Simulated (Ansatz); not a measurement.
# CH₄ClIn: vertical ionisation energy

An exercise on one series of results from a longer session: the logs are not shown, and one member is left open.

Method: unrestricted cation, the program's frozen cores in correlated methods; program: Ansatz 0.2.0, Gaussian basis.

The runs, in order: UKS PBE-D4/def2-TZVPP; UKS r2SCAN-D4/def2-TZVPP; UKS PBE0-D4/def2-TZVPP; UKS B3LYP-D4/def2-TZVPP; UKS wB97X-V/def2-TZVPP; UKS wB97M-V/def2-TZVPP; UKS B2PLYP/def2-TZVPP; UHF-CCSD(T)/def2-TZVPP; UHF-CCSD(T)/def2-QZVPP; extrapolation to the limit; then −ε(HOMO) from the neutral's earlier runs with LDA (SPW92), PBE-D4, revPBE-D4, BLYP-D4, r2SCAN-D4, B97M-V, PBE0-D4, B3LYP-D4, r2SCANh-D4, r2SCAN0-D4, HSE06-D4, BHLYP-D4, CAM-B3LYP-D4, LC-ωPBE, ωB97X-V, ωB97M-V.

## Structure used throughout

All runs share one geometry, relaxed beforehand with PBE0-D4 in a triple-zeta def2 set. In takes the def2 core potential; no spin-orbit term is included.

7 atoms, charge 0, spin multiplicity 1.

Atoms are counted from 1 here; the program's logs count them from 0.

Bond lengths: C1–In2 2.131 Å, C1–H4 1.089 Å, C1–H5 1.091 Å, C1–H6 1.091 Å, In2–Cl3 2.357 Å, In2–H7 1.708 Å. Angles: In2–C1–H4 111.9°, In2–C1–H5 108.7°, In2–C1–H6 108.6°, H4–C1–H5 109.8°, H4–C1–H6 109.5°, H5–C1–H6 108.2°, C1–In2–Cl3 111.0°, C1–In2–H7 137.6°, Cl3–In2–H7 111.5°.

Coordinates:

```
C    -0.9412    0.4021   -0.3051
In    1.0494   -0.2804    0.0327
Cl    1.2014   -1.4651    2.0647
H    -1.0571    0.8465   -1.2927
H    -1.6229   -0.4422   -0.1971
H    -1.1902    1.1416    0.4576
H     2.5606   -0.2025   -0.7601
```

Set-up of the first run:

in.yaml

```yaml
crystal:
  periodic: [false, false, false]
  atoms:
    - {symbol: C, position_ang: [-0.941204, 0.402125, -0.305110]}
    - {symbol: In, position_ang: [1.049408, -0.280442, 0.032652]}
    - {symbol: Cl, position_ang: [1.201389, -1.465058, 2.064746]}
    - {symbol: H, position_ang: [-1.057145, 0.846463, -1.292679]}
    - {symbol: H, position_ang: [-1.622888, -0.442182, -0.197110]}
    - {symbol: H, position_ang: [-1.190173, 1.141647, 0.457575]}
    - {symbol: H, position_ang: [2.560613, -0.202544, -0.760073]}
basis:
  gaussian: {orbitals: def2-TZVPP}
total_charge: 1
magnetization: {spin_polarized: true, initial_magnetization: 1}
hamiltonian: {xc: pbe, dispersion: d4}
```

Command:

```sh
ansatz run in.yaml --threads 2 --pin off --events-out ev --progress --plain --max-ram 32768MiB --backend cpu
```

Among the steps run: Cation, UKS PBE-D4/def2-TZVPP; Cation, UKS r2SCAN-D4/def2-TZVPP; Cation, UKS PBE0-D4/def2-TZVPP; Cation, UKS B3LYP-D4/def2-TZVPP; Cation, UKS wB97X-V/def2-TZVPP; Cation, UKS wB97M-V/def2-TZVPP; Cation, UKS B2PLYP (frozen core)/def2-TZVPP; Cation, UHF-CCSD(T)/def2-TZVPP; Cation, UHF-CCSD(T)/def2-QZVPP.

One table of the session follows, with a row left open; its other results are not shown here.

Orbital estimates, from the neutral's runs:

```
  functional  −ε(HOMO) (eV)
 LDA (SPW92)           6.74
      PBE-D4           6.60
   revPBE-D4           6.55
     BLYP-D4           6.45
   r2SCAN-D4           6.90
      B97M-V           6.98
     PBE0-D4           7.87
    B3LYP-D4           7.63
  r2SCANh-D4           7.37
  r2SCAN0-D4           8.07
    HSE06-D4           7.47
    BHLYP-D4           8.99
CAM-B3LYP-D4           9.20
     LC-ωPBE          10.57
     ωB97X-V          10.20
     ωB97M-V              ?
```

Q: Estimate the row for ωB97M-V from the others.

**Answer.** −ε(HOMO) (eV): 10.06. In the column «−ε(HOMO) (eV)» it lies between CAM-B3LYP-D4 (9.20) and ωB97X-V (10.20).
